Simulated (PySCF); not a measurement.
**PbSe2: changing the method**

Starting from one script, swap the method and compare what comes out for PbSe2.

Computed with PySCF 2.14.0. Level: each script names its method and basis.

### Step 1. Starting geometry

PbSe2: 3 atoms, charge 0, spin multiplicity 1.

Bond lengths: Pb1–Se2 2.373 Å, Pb1–Se3 2.373 Å. Angles: Se2–Pb1–Se3 180.0°.

### Step 2. The run that the others are compared with

Input file input.py:

```python
from pyscf import gto, scf, mcscf

mol = gto.M(
    atom='Pb 0 0 0; Se 2.3728 0 0; Se -2.3728 0 0',
    basis='lanl2dz',
    ecp={'Pb': 'lanl2dz', 'Se': 'lanl2dz'},
    charge=0,
    spin=0,
    verbose=4,
)
mf = scf.RHF(mol)
mf.kernel()
mc = mcscf.CASCI(mf, 6, 8)
mc.kernel()
mc.analyze()
mf.dip_moment()
print('orbital energies (hartree):', mf.mo_energy[..., max(0, mol.nelec[1]-3):mol.nelec[0]+3].round(4))
```

Run with:

```
OMP_NUM_THREADS=1 python input.py
```

### Step 3. ROHF

Run 1 changes SCF type: RHF → ROHF.

Edit input.py of step 2 so:

```diff
@@ -10,3 +10,3 @@
 )
-mf = scf.RHF(mol)
+mf = scf.ROHF(mol)
 mf.kernel()
```

### Step 4. Gradient

Run 2 changes step after the SCF: casci → gradient.

Edit input.py of step 2 so:

```diff
@@ -1,2 +1,2 @@
-from pyscf import gto, scf, mcscf
+from pyscf import gto, scf
 
@@ -12,5 +12,3 @@
 mf.kernel()
-mc = mcscf.CASCI(mf, 6, 8)
-mc.kernel()
-mc.analyze()
+mf.nuc_grad_method().kernel()
 mf.dip_moment()
```

What does the calculation give? Wanted: for each run, E(SCF); from base; gap; SCF dipole; after the SCF.

**Answer**, as computed:

| run | E(SCF) (hartree) | from base (eV) | cycles | gap (eV) | SCF dipole (D) | after the SCF |
| --- | --- | --- | --- | --- | --- | --- |
| base | -21.395065 | 0 | 9 | 8.93 | 0.00 | CASCI correlation -0.161 eV |
| ROHF | -21.395065 | 0.0000 | 9 | n/a | 0.00 | CASCI correlation -0.161 eV |
| gradient | -21.395065 | 0.0000 | 9 | 8.93 | 0.00 | n/a |

**Reading.** No change of the SCF energy comes from ROHF.
